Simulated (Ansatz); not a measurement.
CsLiCr2Te2S3:

```
CELL_PARAMETERS angstrom
7.05684 0.00000 0.00000
0.00000 3.98060 0.00000
-2.67333 0.00000 8.68168
ATOMIC_POSITIONS crystal
Cs 0.07739 0.00000 0.37706
Li 0.86424 0.50000 0.78883
Cr 0.12646 0.00000 0.94616
Cr 0.59290 0.50000 0.97165
Te 0.50838 0.00000 0.15270
Te 0.55612 0.00000 0.74893
S 0.87426 0.00000 0.68502
S 0.25176 0.50000 0.84402
S 0.96294 0.50000 0.05357
```

The cell was built by a generator and needn't be a form met in nature.

```yaml
Program: Ansatz 0.2.0
Task: single point
Functional: PBE
Potentials_or_basis: Ansatz PAW
Cutoff: "420 eV (not typed: the program's choice for these potentials)"
k_mesh: 4 × 7 × 3
Occupations: fermi-dirac, width 0.05 eV
Spin: collinear spin, ferromagnetic start
Starting_moments: "[0.0, 0.0, 3.0, 3.0, 0.0, 0.0, 0.0, 0.0, 0.0] μB"
```

On this cell: pressure 0.0 GPa; largest force 0.009 eV/Å; net moment 6.00 μB per cell; site moments Cs +0.00; Li +0.00; Cr +2.89, +2.69; Te -0.13, -0.04; S -0.03, -0.10, -0.05 μB; band gap on the k mesh 0.48 eV, indirect (least direct gap 0.77 eV).

The same run follows on a disturbed copy (atoms moved at random, drawn with an rms of 0.05 Å):

```xyz
9
Lattice="7.0568 0.0000 0.0000 0.0000 3.9806 0.0000 -2.6733 0.0000 8.6817" Properties=species:S:1:pos:R:3 pbc="T T T"
Cs   -0.5066    0.0046    3.2484
Li    3.9486    2.0005    6.8869
Cr   -1.6087   -0.0123    8.2470
Cr    1.6059    1.9926    8.4259
Te    3.1656   -0.0243    1.2822
Te    1.9024   -0.0055    6.5390
S     4.3212   -0.0424    5.9202
S    -0.4634    2.0209    7.3290
S     6.6190    2.0143    0.4569
```

Task: What changes?

Result: The energy moves by +7.0 meV/atom; pressure 0.3 GPa; largest force 0.561 eV/Å; net moment 6.00 μB per cell; site moments Cs +0.00; Li +0.00; Cr +2.89, +2.66; Te -0.12, -0.04; S -0.03, -0.11, -0.04 μB; band gap on the k mesh 0.41 eV, indirect (least direct gap 0.73 eV).

Forces on the atoms (eV/Å):
```
Cs   0.013  0.016  0.056
Li   0.120 -0.334 -0.253
Cr  -0.301  0.128 -0.456
Cr  -0.179 -0.042  0.081
Te   0.148  0.120  0.325
Te   0.227  0.006 -0.289
S   -0.079  0.374  0.256
S   -0.205 -0.189  0.028
S    0.256 -0.079  0.250
```

Stress tensor (GPa, compression positive):
```
 0.20 -0.02  0.17
-0.02  0.07 -0.06
 0.17 -0.06  0.70
```

Caveats: odd divisions of the mesh miss points on the zone boundary, where band edges often lie, so the gap on the mesh can be too wide; spin-orbit coupling is left out, which moves the levels of the heavy elements; only a ferromagnetic start was run, and an antiferromagnetic order may lie lower in energy.

A k mesh can miss the band edges.
